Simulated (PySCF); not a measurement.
# From one method to the next for InI

Starting from one script, swap the method and compare what comes out for InI.

Program: PySCF 2.14.0. Level of theory: each script names its method and basis. These are calculated values, not measurements.

2 further runs of the same task are left out: 1 for a known fault of the program, 1 that didn't finish.

## Step 1: The system as given

InI: 2 atoms, charge 0, spin multiplicity 1.

Bond lengths: In1–I2 3.105 Å.

## Step 2: The base run

input.py

```python
from pyscf import gto, scf, mp

mol = gto.M(
    atom='In 0 0 0; I 0 0 3.105',
    basis='crenbl',
    ecp={'In': 'crenbl', 'I': 'crenbl'},
    charge=0,
    spin=0,
    verbose=3,
)
mf = scf.RHF(mol)
mf.kernel()
mp.MP2(mf).kernel()
mf.dip_moment()
print('orbital energies (hartree):', mf.mo_energy[..., max(0, mol.nelec[1]-3):mol.nelec[0]+3].round(4))
```

On the command line:

```sh
$ python input.py
```

## Step 3: Frequency run

Edit 1 changes step after the SCF: mp2 → frequency.

input.py: that of step 2 with these lines changed.

```diff
@@ -1,2 +1,3 @@
-from pyscf import gto, scf, mp
+from pyscf import gto, scf
+from pyscf.hessian import thermo
 
@@ -12,3 +13,4 @@
 mf.kernel()
-mp.MP2(mf).kernel()
+hess = mf.Hessian().kernel()
+print('wavenumber (cm^-1) =', thermo.harmonic_analysis(mol, hess)['freq_wavenumber'].round(1))
 mf.dip_moment()
```

## Step 4: Camb3lyp (RKS)

Edit 2 changes functional: none (Hartree–Fock) → camb3lyp; SCF type: RHF → RKS; step after the SCF: mp2 → analyze.

input.py: that of step 2 with these lines changed.

```diff
@@ -1,2 +1,2 @@
-from pyscf import gto, scf, mp
+from pyscf import gto, dft
 
@@ -10,5 +10,5 @@
 )
-mf = scf.RHF(mol)
+mf = dft.RKS(mol, xc='camb3lyp')
 mf.kernel()
-mp.MP2(mf).kernel()
+mf.mulliken_pop()
 mf.dip_moment()
```

## Step 5: Wb97 (RKS)

Edit 3 changes functional: none (Hartree–Fock) → wb97; SCF type: RHF → RKS; step after the SCF: mp2 → analyze.

input.py: that of step 2 with these lines changed.

```diff
@@ -1,2 +1,2 @@
-from pyscf import gto, scf, mp
+from pyscf import gto, dft
 
@@ -10,5 +10,5 @@
 )
-mf = scf.RHF(mol)
+mf = dft.RKS(mol, xc='wb97')
 mf.kernel()
-mp.MP2(mf).kernel()
+mf.mulliken_pop()
 mf.dip_moment()
```

## Step 6: R2scan (RKS)

Edit 4 changes functional: none (Hartree–Fock) → r2scan; SCF type: RHF → RKS; step after the SCF: mp2 → analyze.

input.py: that of step 2 with these lines changed.

```diff
@@ -1,2 +1,2 @@
-from pyscf import gto, scf, mp
+from pyscf import gto, dft
 
@@ -10,5 +10,5 @@
 )
-mf = scf.RHF(mol)
+mf = dft.RKS(mol, xc='r2scan')
 mf.kernel()
-mp.MP2(mf).kernel()
+mf.mulliken_pop()
 mf.dip_moment()
```

Q: Predict the outcome of this session. Wanted: for each run, E(SCF); from base; SCF dipole; after the SCF.

The runs gave:

```tsv
run	E(SCF) (hartree)	from base (eV)	SCF dipole (D)	after the SCF
base	-166.174865	0	6.55	MP2 correlation -11.668 eV
frequency run	-166.174865	0.0000	6.55	highest mode 103 cm⁻¹
camb3lyp (RKS)	-169.692604	not comparable	5.94	n/a
wb97 (RKS)	-170.172290	not comparable	6.08	n/a
r2scan (RKS)	-169.156722	not comparable	5.62	n/a
```

Total energies of different functionals can't be compared with each other; differences within one functional can. The dearest run is “frequency run”, at 13 s against 1.4 s.
